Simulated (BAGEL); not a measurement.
**CH3F2Si (SMILES C[Si](F)F) at UHF/3-21G (density fitting with qzvpp-jkfit)**

What is the energy change on altering one bond length of CH3F2Si at UHF/3-21G (density fitting with qzvpp-jkfit)? 

The results are computed with BAGEL 1.2.2.

**1. The system as given**

CH3F2Si has 7 atoms, charge 0, and is taken as a doublet. SMILES: `C[Si](F)F`. Geometry: relaxed at PBE0-D4/def2-TZVP.

Bond lengths: C1–Si2 1.860 Å, Si2–F3 1.598 Å, Si2–F4 1.598 Å, C1–H5 1.091 Å, C1–H6 1.091 Å, C1–H7 1.094 Å. Angles: C1–Si2–F3 108.7°, C1–Si2–F4 108.7°, F3–Si2–F4 106.1°, Si2–C1–H5 110.5°, Si2–C1–H6 110.5°, Si2–C1–H7 108.7°, H5–C1–H6 109.0°, H5–C1–H7 109.0°, H6–C1–H7 109.0°.

**2. A single-point energy at UHF/3-21G (density fitting with qzvpp-jkfit)**

File input.json:

```json
{ "bagel" : [

{
  "title" : "molecule",
  "basis" : "3-21g",
  "df_basis" : "qzvpp-jkfit",
  "angstrom" : true,
  "geometry" : [
    { "atom" : "C", "xyz" : [   -0.274200,    0.729000,   -0.218000 ] },
    { "atom" : "Si", "xyz" : [    0.785100,   -0.790400,   -0.045500 ] },
    { "atom" : "F", "xyz" : [    1.077400,   -1.037600,    1.505800 ] },
    { "atom" : "F", "xyz" : [   -0.050900,   -2.056800,   -0.546000 ] },
    { "atom" : "H", "xyz" : [   -0.539200,    0.893800,   -1.263500 ] },
    { "atom" : "H", "xyz" : [    0.252700,    1.607700,    0.157300 ] },
    { "atom" : "H", "xyz" : [   -1.189800,    0.586300,    0.364200 ] }
  ]
},
{ "title" : "uhf", "nopen" : 1 },
{ "title" : "print", "file" : "orbitals.molden", "orbitals" : true }

]}
```

Launch:

```sh
$ BAGEL_NUM_THREADS=1 BAGEL input.json > input.out
```

What it wrote:

```text
* using 1 threads per process

  ===============================================================
  ===============================================================

  *** Geometry ***

  { "atom" : "C", "xyz" : [     -0.518163,      1.377610,     -0.411960 ] },
  { "atom" : "Si", "xyz" : [      1.483624,     -1.493640,     -0.085983 ] },
  { "atom" : "F", "xyz" : [      2.035991,     -1.960780,      2.845550 ] },
  { "atom" : "F", "xyz" : [     -0.096187,     -3.886789,     -1.031790 ] },
  { "atom" : "H", "xyz" : [     -1.018940,      1.689037,     -2.387669 ] },
  { "atom" : "H", "xyz" : [      0.477534,      3.038113,      0.297254 ] },
  { "atom" : "H", "xyz" : [     -2.248396,      1.107946,      0.688238 ] },

  Number of auxiliary basis functions:      411

  Since a DF basis is specified, we compute 2- and 3-index integrals:
    o Being stored without compression. Storage requirement is 0.007 GB

  Number of basis functions:       46
  Number of electrons      :       41

    * METHOD: MOLECULE                             0.38

  *** Open-shell HF ***

  === Nuclear Repulsion ===
   171.9028326721

      * DIIS with orbital gradients will be used.

  === UHF iteration (3-21g) ===
      0       -524.52891622          0.05959521           0.11
      1       -524.65681292          0.03307744           0.09
      2       -524.68728261          0.01806149           0.10
      3       -524.69936790          0.00109756           0.08
      4       -524.69968518          0.00044873           0.08
      5       -524.69974335          0.00017245           0.10
      6       -524.69976421          0.00003918           0.12
      7       -524.69976630          0.00001326           0.08
      8       -524.69976668          0.00000424           0.08
      9       -524.69976672          0.00000191           0.08
     10       -524.69976674          0.00000074           0.09
     11       -524.69976675          0.00000034           0.09
     12       -524.69976675          0.00000015           0.12
     13       -524.69976675          0.00000007           0.10
     14       -524.69976675          0.00000003           0.10
     15       -524.69976675          0.00000001           0.11
     16       -524.69976675          0.00000001           0.12
    * SCF iteration converged.

    * S^2 (UHF) is 0.7526

    * Permanent dipole moment:
           (   -0.188558,    -0.908821,     0.554957) a.u.

    * METHOD: UHF                                  1.89

    * METHOD: PRINT                                0.01

  ===============================================================
```

Run time: 2.8 s. Hardware: 1 thread of Intel Xeon at 2.50GHz (Skylake/Cascade Lake), shared host.

**3. The distorted shape, same level**

File calc.json:

```json
{ "bagel" : [

{
  "title" : "molecule",
  "basis" : "3-21g",
  "df_basis" : "qzvpp-jkfit",
  "angstrom" : true,
  "geometry" : [
    { "atom" : "C", "xyz" : [      -0.433116,       0.956941,      -0.243878 ] },
    { "atom" : "Si", "xyz" : [       0.785100,      -0.790400,      -0.045500 ] },
    { "atom" : "F", "xyz" : [       1.077400,      -1.037600,       1.505800 ] },
    { "atom" : "F", "xyz" : [      -0.050900,      -2.056800,      -0.546000 ] },
    { "atom" : "H", "xyz" : [      -0.698116,       1.121741,      -1.289378 ] },
    { "atom" : "H", "xyz" : [       0.093784,       1.835641,       0.131422 ] },
    { "atom" : "H", "xyz" : [      -1.348716,       0.814241,       0.338322 ] }
  ]
},

{ "title" : "uhf", "nopen" : 1 },

{ "title" : "print", "file" : "orbitals.molden", "orbitals" : true }

]}
```

Launch:

```sh
$ BAGEL_NUM_THREADS=1 BAGEL calc.json > calc.out
```

What it wrote:

```text
* using 1 threads per process

  ===============================================================
  ===============================================================

  *** Geometry ***

  { "atom" : "C", "xyz" : [     -0.818471,      1.808356,     -0.460863 ] },
  { "atom" : "Si", "xyz" : [      1.483624,     -1.493640,     -0.085983 ] },
  { "atom" : "F", "xyz" : [      2.035991,     -1.960780,      2.845550 ] },
  { "atom" : "F", "xyz" : [     -0.096187,     -3.886789,     -1.031790 ] },
  { "atom" : "H", "xyz" : [     -1.319248,      2.119783,     -2.436571 ] },
  { "atom" : "H", "xyz" : [      0.177226,      3.468859,      0.248352 ] },
  { "atom" : "H", "xyz" : [     -2.548704,      1.538692,      0.639336 ] },

  Number of auxiliary basis functions:      411

  Since a DF basis is specified, we compute 2- and 3-index integrals:
    o Being stored without compression. Storage requirement is 0.007 GB

  Number of basis functions:       46
  Number of electrons      :       41

    * METHOD: MOLECULE                             0.36

  *** Open-shell HF ***

  === Nuclear Repulsion ===
   165.7276819609

      * DIIS with orbital gradients will be used.

  === UHF iteration (3-21g) ===
      0       -524.50913963          0.06038360           0.11
      1       -524.63956317          0.03382089           0.12
      2       -524.67177770          0.01857655           0.11
      3       -524.68455105          0.00108267           0.10
      4       -524.68493466          0.00046993           0.10
      5       -524.68499469          0.00016910           0.10
      6       -524.68501365          0.00005532           0.11
      7       -524.68501785          0.00002380           0.16
      8       -524.68501934          0.00000947           0.09
      9       -524.68501965          0.00000488           0.09
     10       -524.68501975          0.00000245           0.11
     11       -524.68501980          0.00000099           0.10
     12       -524.68501981          0.00000038           0.10
     13       -524.68501981          0.00000016           0.11
     14       -524.68501981          0.00000006           0.11
     15       -524.68501981          0.00000003           0.11
     16       -524.68501981          0.00000001           0.11
     17       -524.68501981          0.00000001           0.11
    * SCF iteration converged.

    * S^2 (UHF) is 0.7618

    * Permanent dipole moment:
           (   -0.232446,    -0.796136,     0.523171) a.u.

    * METHOD: UHF                                  2.18

    * METHOD: PRINT                                0.00

  ===============================================================
```

Wall time 3 s (1 thread of Intel Xeon at 2.50GHz (Skylake/Cascade Lake), shared host).

**4. What came out**

Level: UHF/3-21G (density fitting with qzvpp-jkfit).

| quantity | value |
| --- | --- |
| first shape: total energy | -524.69977 Eh |
| first shape: dipole moment | 2.75 D |
| first shape: ⟨S²⟩ | 0.753 |
| distorted shape: total energy | -524.68502 Eh |
| distorted shape: dipole moment | 2.49 D |
| distorted shape: ⟨S²⟩ | 0.762 |
| energy change with the C1–Si2 bond stretched from 1.860 to 2.139 Å | 0.401 eV |

What this shows: With the C1–Si2 bond stretched from 1.860 to 2.139 Å the energy rises by 0.40 eV (9.3 kcal/mol). The first shape isn't relaxed at this level, so the change isn't measured from a minimum.
